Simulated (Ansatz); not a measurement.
# BCl2F: the cost of one run

Method: RKS PBE0-D4/def2-SVP, in Ansatz 0.2.0.

## Step 1: The structure to begin with

Bond lengths: B1–F2 1.320 Å, B1–Cl3 1.860 Å, B1–Cl4 1.860 Å. Angles: F2–B1–Cl3 120.0°, F2–B1–Cl4 120.0°, Cl3–B1–Cl4 120.0°.

As a file:

```xyz
4

B     0.0000    0.0000    0.0000
F     0.0000    0.0000    1.3200
Cl    1.6108    0.0000   -0.9300
Cl   -1.6108    0.0000   -0.9300
```

## Step 2: Relaxing the start

input.yaml

```yaml
crystal:
  periodic: [false, false, false]
  atoms:
    - { symbol: B, position_ang: [0.0, 0.0, 0.0] }
    - { symbol: F, position_ang: [0.0, 0.0, 1.32] }
    - { symbol: Cl, position_ang: [1.6108, 0.0, -0.93] }
    - { symbol: Cl, position_ang: [-1.6108, 0.0, -0.93] }
basis:
  gaussian: { orbitals: def2-SVP }
hamiltonian:
  xc: pbe0
  dispersion: d4
relax:
  f_tol: 0.02
  max_steps: 40
```

Command:

```console
> ansatz run input.yaml --threads 1 --pin off --max-ram 2048MiB --backend cpu --events-out ev --progress --plain --runs-dir out
```

What time and memory should one allow on 1 thread of Arm Neoverse V1, shared host?

About 10 s, with a peak of 0.12 GiB.
